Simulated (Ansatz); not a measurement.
# Ta12H3N13: the cost of one run

Computed with Ansatz 0.2.0 (DFT PBE+D3(BJ), scalar-relativistic, plane waves, PAW, unless a step's input says otherwise).

3 further runs of the same task are left out: 3 set aside as unsound or not needed.

## (1) The starting structure

It takes space group P3m1 (No. 156, trigonal). The conventional cell has a = 3.101 Å, b = 3.101 Å, c = 22.329 Å, α = 90.00°, β = 90.00°, γ = 120.00°. Ta (site symmetry 3m) has 3 N at 2.19 Å in its first shell of neighbours. Around N (site symmetry 3m) lie 6 Ta at 2.19 Å. Ta (site symmetry 3m) is surrounded by 6 N at 2.19 Å. N (site symmetry 3m) has 6 Ta at 2.19 to 2.27 Å in its first shell of neighbours. Ta (site symmetry 3m) has 6 N at 2.01 to 2.27 Å in its first shell of neighbours. N (site symmetry 3m) is surrounded by 3 Ta at 2.01 Å.

As a file:

```
CELL_PARAMETERS angstrom
6.20149 0.00000 0.00000
-3.10075 5.37065 0.00000
0.00000 0.00000 22.32937
ATOMIC_POSITIONS crystal
Ta 0.16667 0.33333 0.35827
Ta 0.16667 0.83333 0.35827
Ta 0.66667 0.33333 0.35827
Ta 0.66667 0.83333 0.35827
N 0.33333 0.16667 0.41496
N 0.33333 0.66667 0.41496
N 0.83333 0.16667 0.41496
N 0.83333 0.66667 0.41496
Ta 0.50000 0.50000 0.47165
Ta 0.50000 0.00000 0.47165
Ta 0.00000 0.50000 0.47165
Ta 0.00000 0.00000 0.47165
N 0.66667 0.33333 0.52832
N 0.66667 0.83333 0.52832
N 0.16667 0.33333 0.52832
N 0.16667 0.83333 0.52832
Ta 0.83333 0.66667 0.59088
Ta 0.83333 0.16667 0.59088
Ta 0.33333 0.66667 0.59088
Ta 0.33333 0.16667 0.59088
N 0.00000 0.50000 0.63200
N 0.00000 0.00000 0.63200
N 0.50000 0.50000 0.63200
N 0.50000 0.00000 0.63200
```

Planes are indexed in the bulk's conventional cell (Fm-3m (No. 225)), a = 4.385 Å, b = 4.385 Å, c = 4.385 Å, α = 90.00°, β = 90.00°, γ = 90.00°.

It is a (111) slab, 6.3 Å thick as cut, with 16 Å of vacuum, in a 2×2 surface cell; its outer planes are N (top) and Ta (bottom). An earlier relaxation, lower half held, gave -123815.1646 eV, work function 5.60 eV (top face), 5.02 eV (bottom face), dipole along +c -0.107 e·Å per cell.

## (2) NH3, upright, over a hollow (nearest Ta) site

input.yaml reads:

```yaml
crystal:
  lattice:
    - [6.2014901195, 0.0, 0.0]
    - [-3.1007450597, 5.3706479848, 0.0]
    - [0.0, 0.0, 25.934869349]
  atoms:
    - { symbol: Ta, position: [0.1666666667, 0.3333333333, 0.3084650203] }
    - { symbol: Ta, position: [0.1666666667, 0.8333333333, 0.3084650203] }
    - { symbol: Ta, position: [0.6666666667, 0.3333333333, 0.3084650203] }
    - { symbol: Ta, position: [0.6666666667, 0.8333333333, 0.3084650203] }
    - { symbol: "N", position: [0.3333333333, 0.1666666667, 0.3572747464] }
    - { symbol: "N", position: [0.3333333333, 0.6666666667, 0.3572747464] }
    - { symbol: "N", position: [0.8333333333, 0.1666666667, 0.3572747464] }
    - { symbol: "N", position: [0.8333333333, 0.6666666667, 0.3572747464] }
    - { symbol: Ta, position: [0.5, 0.5, 0.4060844725] }
    - { symbol: Ta, position: [0.5, 0.0, 0.4060844725] }
    - { symbol: Ta, position: [0.0, 0.5, 0.4060844725] }
    - { symbol: Ta, position: [0.0, 0.0, 0.4060844725] }
    - { symbol: "N", position: [0.6666666667, 0.3333333333, 0.4548720404] }
    - { symbol: "N", position: [0.6666666667, 0.8333333333, 0.4548720404] }
    - { symbol: "N", position: [0.1666666667, 0.3333333333, 0.4548720404] }
    - { symbol: "N", position: [0.1666666667, 0.8333333333, 0.4548720404] }
    - { symbol: Ta, position: [0.8333333333, 0.6666666667, 0.5087323847] }
    - { symbol: Ta, position: [0.8333333333, 0.1666666667, 0.5087323847] }
    - { symbol: Ta, position: [0.3333333333, 0.6666666667, 0.5087323847] }
    - { symbol: Ta, position: [0.3333333333, 0.1666666667, 0.5087323847] }
    - { symbol: "N", position: [0.0, 0.5, 0.5441383962] }
    - { symbol: "N", position: [0.0, 0.0, 0.5441383962] }
    - { symbol: "N", position: [0.5, 0.5, 0.5441383962] }
    - { symbol: "N", position: [0.5, 0.0, 0.5441383962] }
    - { symbol: "N", position: [0.1883564368, 0.2737266415, 0.6348078331] }
    - { symbol: H, position: [0.0801291004, 0.3096582972, 0.6604104298] }
    - { symbol: H, position: [0.3738765649, 0.3900360051, 0.6455000018] }
    - { symbol: H, position: [0.1666666667, 0.3333333333, 0.598505356] }
basis:
  ecutwfc: 420
kpoints:
  mp_grid: { grid: [4, 4, 1] }
hamiltonian:
  xc: pbe
  dispersion: d3bj
scf:
  occupations: { method: gaussian, width: 0.1 }
output:
  forces: true
  eigenvalues: true
  write_density: true
  write_potential: true
  elf: true
  volumetric_format: npy
relax:
  adjacent_minimum: "off"
  f_tol: 0.04
  max_steps: 100
  constraints: [{ sites: [0, 1, 2, 3, 4, 5, 6, 7, 8, 9, 10, 11] }]
efield:
  axis: 3
  dipole_correction: true
  ramp_width: 0.04
```

Started as:

```bash
$ ansatz run input.yaml --threads 4 --pin off --max-ram 10240MiB --backend cpu --events-out ev --progress --plain --runs-dir out
```

What time and memory should one allow on 4 threads of Intel Xeon 6975P-C (Granite Rapids), shared host?

About 13 min, with a peak of 3 GiB.
